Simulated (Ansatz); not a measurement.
# CH4ClGe (SMILES [CH3][GeH][Cl]) at UPBE0/def2-SVP

Aim: the energy change on altering one bond length of CH4ClGe at UPBE0/def2-SVP, from 2 runs. 

Program for the calculation: Ansatz 0.2.0.

68 further runs of the same task are left out: 68 set aside as unsound or not needed.

**1. The molecule**

The species is CH4ClGe (7 atoms), meant as a doublet with charge 0. As SMILES, `[CH3][GeH][Cl]`. The coordinates come from a PBE0-D4/def2-TZVP relaxation.

Bond lengths: C1–Ge2 1.957 Å, Ge2–Cl3 2.169 Å, C1–H4 1.092 Å, C1–H5 1.089 Å, C1–H6 1.091 Å, Ge2–H7 1.553 Å. Angles: C1–Ge2–Cl3 107.0°, C1–Ge2–H7 112.6°, Cl3–Ge2–H7 105.6°, Ge2–C1–H4 108.6°, Ge2–C1–H5 110.0°, Ge2–C1–H6 109.8°, H4–C1–H5 109.4°, H4–C1–H6 109.5°, H5–C1–H6 109.6°.

**2. A single-point energy at UPBE0/def2-SVP**

The input, in.yaml:

```yaml
basis:
  gaussian:
    orbitals: def2-SVP
crystal:
  periodic: [false, false, false]
  atoms:
    - symbol: C
      position_ang: [-0.733100, 0.438400, -0.261900]
    - symbol: Ge
      position_ang: [0.705400, -0.885500, -0.183100]
    - symbol: Cl
      position_ang: [1.017000, -1.361700, 1.909500]
    - symbol: H
      position_ang: [-0.433400, 1.314500, 0.317300]
    - symbol: H
      position_ang: [-1.646200, 0.021400, 0.160800]
    - symbol: H
      position_ang: [-0.909900, 0.729400, -1.298200]
    - symbol: H
      position_ang: [2.061400, -0.324500, -0.690100]
magnetization:
  spin_polarized: true
  initial_magnetization: 1
hamiltonian:
  xc: {name: PBE0}
accuracy: high
output: {orbitals: {seedname: orbitals}}
```

Launch:

```
$ ansatz run in.yaml --threads 1 --pin off --max-ram 3480MiB --events-out events.jsonl --progress --plain --runs-dir runs
```

The program printed:

```text
Warning: RAYON_NUM_THREADS=1 ignored (pool sized by the plan → 1); use --threads N
Functional definition: PBE0
  name "PBE0"
  parameter a = 0.25
  parameter kappa = 0.804
  parameter beta = 0.06672455060314922
  exchange = (1 - a)*pbe_x(kappa = kappa, mu = beta*pi^2/3) + a*exact_x
  correlation = pbe_c(beta = beta)
1779 factors; integrals over basis functions are off by at most 4.7e-9 eV
mean field evaluation 1: about -70114.4816 eV, gradient 3.0e1 eV
mean field evaluation 2: about -70111.9555 eV, gradient 3.6e1 eV
mean field evaluation 4: about -70118.8358 eV, gradient 8.2e-1 eV
mean field evaluation 8: about -70118.9501 eV, gradient 1.3e-1 eV
mean field evaluation 16: about -70118.9502 eV, gradient 2.1e-4 eV
mean field -70118.95016166 eV, -2576.8238901097 hartree, gradient 5.3e-8 eV, S^2 0.751546; 0 other end points of the search recorded, 0 dependent functions left out
reference -70118.95016379 eV, -2576.8238901879 hartree; 30, 29 occupied and 54, 55 virtual orbitals, 1779 factors
Total energy: -70118.95016379 eV, -2576.8238901879 hartree
```

Wall time 15 s (1 thread of Arm Neoverse V1, shared host); peak memory 0.42 GiB.

**3. The distorted shape at the same level**

The input, run.yaml:

```yaml
basis:
  gaussian:
    orbitals: def2-SVP
crystal:
  periodic: [false, false, false]
  atoms:
    - {symbol: C, position_ang: [-0.596100, 0.500966, -0.325321]}
    - {symbol: Ge, position_ang: [0.842400, -0.822934, -0.246521]}
    - {symbol: Cl, position_ang: [1.154000, -1.299134, 1.846079]}
    - {symbol: H, position_ang: [-0.296400, 1.377066, 0.253879]}
    - {symbol: H, position_ang: [-1.646200, 0.021400, 0.160800]}
    - {symbol: H, position_ang: [-0.772900, 0.791966, -1.361621]}
    - {symbol: H, position_ang: [2.198400, -0.261934, -0.753521]}
magnetization:
  spin_polarized: true
  initial_magnetization: 1
hamiltonian:
  xc: {name: PBE0}
accuracy: high
output: {orbitals: {seedname: orbitals}}
```

Launch:

```
$ ansatz run run.yaml --threads 1 --pin off --max-ram 3480MiB --events-out events.jsonl --progress --plain --runs-dir runs
```

The program printed (excerpt; [...] marks lines left out):

```text
Warning: RAYON_NUM_THREADS=1 ignored (pool sized by the plan → 1); use --threads N
[... 7 set-up lines as earlier in the session ...]
1783 factors; integrals over basis functions are off by at most 4.7e-9 eV
mean field evaluation 1: about -70114.5246 eV, gradient 2.9e1 eV
mean field evaluation 2: about -70111.8261 eV, gradient 3.5e1 eV
mean field evaluation 4: about -70118.5326 eV, gradient 9.1e-1 eV
mean field evaluation 8: about -70118.6419 eV, gradient 1.2e-1 eV
mean field evaluation 16: about -70118.6420 eV, gradient 2.0e-4 eV
mean field -70118.64201639 eV, -2576.8125659796 hartree, gradient 1.8e-8 eV, S^2 0.751560; 0 other end points of the search recorded, 0 dependent functions left out
reference -70118.64201855 eV, -2576.8125660591 hartree; 30, 29 occupied and 54, 55 virtual orbitals, 1783 factors
Total energy: -70118.64201855 eV, -2576.8125660591 hartree
```

It took 14 s on 1 thread of Arm Neoverse V1, shared host; peak memory 0.42 GiB.

**4. Results**

At UPBE0/def2-SVP:

```
                                                         quantity           value
                                        first shape: total energy  -2576.82389 Eh
                  first shape: HOMO energy (highest over α and β)        -6.18 eV
                   first shape: LUMO energy (lowest over α and β)        -2.86 eV
                                                first shape: ⟨S²⟩           0.752
                                    distorted shape: total energy  -2576.81257 Eh
              distorted shape: HOMO energy (highest over α and β)        -6.18 eV
               distorted shape: LUMO energy (lowest over α and β)        -2.86 eV
                                            distorted shape: ⟨S²⟩           0.752
energy change with the C1–H5 bond stretched from 1.089 to 1.253 Å        0.308 eV
```

**Reading.** With the C1–H5 bond stretched from 1.089 to 1.253 Å the energy rises by 0.31 eV (7.1 kcal/mol). The first shape isn't relaxed at this level, so the change isn't measured from a minimum.
